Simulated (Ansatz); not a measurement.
CsLiCr2Te2S3:

```
CELL_PARAMETERS angstrom
7.28959 -2.10433 0.01772
7.28959 2.10433 0.01772
-2.53315 0.00000 7.28100
ATOMIC_POSITIONS crystal
Cs 0.50000 0.50000 0.00000
Li 0.00000 0.00000 0.50000
Cr 0.32870 0.32870 0.43300
Cr 0.67130 0.67130 0.56700
Te 0.80672 0.80672 0.17427
Te 0.19328 0.19328 0.82573
S 0.16358 0.16358 0.39713
S 0.83642 0.83642 0.60287
S 0.50000 0.50000 0.50000
```

The cell was built by a generator and needn't be a form met in nature.

| Property | Result |
| --- | --- |
| Program | Ansatz 0.2.0 |
| Task | single point |
| Functional | PBE |
| Potentials or basis | Ansatz PAW |
| Cutoff | 420 eV (not typed: the program's choice for these potentials) |
| k mesh | 7 × 7 × 4 |
| Occupations | fermi-dirac, width 0.05 eV |
| Spin | collinear spin, ferromagnetic start |
| Starting moments | [0.0, 0.0, 3.0, 3.0, 0.0, 0.0, 0.0, 0.0, 0.0] μB |

On this cell: pressure 0.0 GPa; largest force 0.030 eV/Å; net moment 5.22 μB per cell; site moments Cs +0.00; Li +0.00; Cr +2.59; Te -0.14; S -0.14, -0.03 μB; band gap on the k mesh none (metal or under the smearing width).

The same run follows on a disturbed copy (atoms moved at random, drawn with an rms of 0.05 Å):

```
CELL_PARAMETERS angstrom
7.28959 -2.10433 0.01772
7.28959 2.10433 0.01772
-2.53315 0.00000 7.28100
ATOMIC_POSITIONS crystal
Cs 0.49525 0.49742 0.99656
Li 0.99567 0.00049 0.50531
Cr 0.33435 0.32849 0.43748
Cr 0.67185 0.67295 0.56567
Te 0.81050 0.79897 0.16831
Te 0.19411 0.19148 0.83081
S 0.17184 0.15170 0.39344
S 0.83031 0.84483 0.60307
S 0.49183 0.50324 0.49889
```

Task: What does the disturbed cell give?

Result: The energy (extrapolated to zero smearing) moves by +5.2 meV/atom; pressure -0.3 GPa; largest force 0.569 eV/Å; net moment 5.27 μB per cell; site moments Cs +0.00; Li +0.00; Cr +2.58, +2.64; Te -0.15, -0.14; S -0.14, -0.03 μB; band gap on the k mesh none (metal or under the smearing width).

Forces in eV/Å, atoms in the order of the input:
```
Cs   0.027 -0.006  0.049
Li   0.040  0.190  0.032
Cr  -0.464  0.088 -0.316
Cr  -0.124 -0.123  0.064
Te   0.032  0.031  0.187
Te  -0.042  0.024 -0.243
S    0.219  0.224  0.130
S   -0.131 -0.217  0.065
S    0.443 -0.211  0.033
```

Stress tensor (GPa, compression positive):
```
-0.20 -0.02 -0.09
-0.02 -0.34 -0.31
-0.09 -0.31 -0.27
```

Caveats: only a ferromagnetic start was run, and an antiferromagnetic order may lie lower in energy.
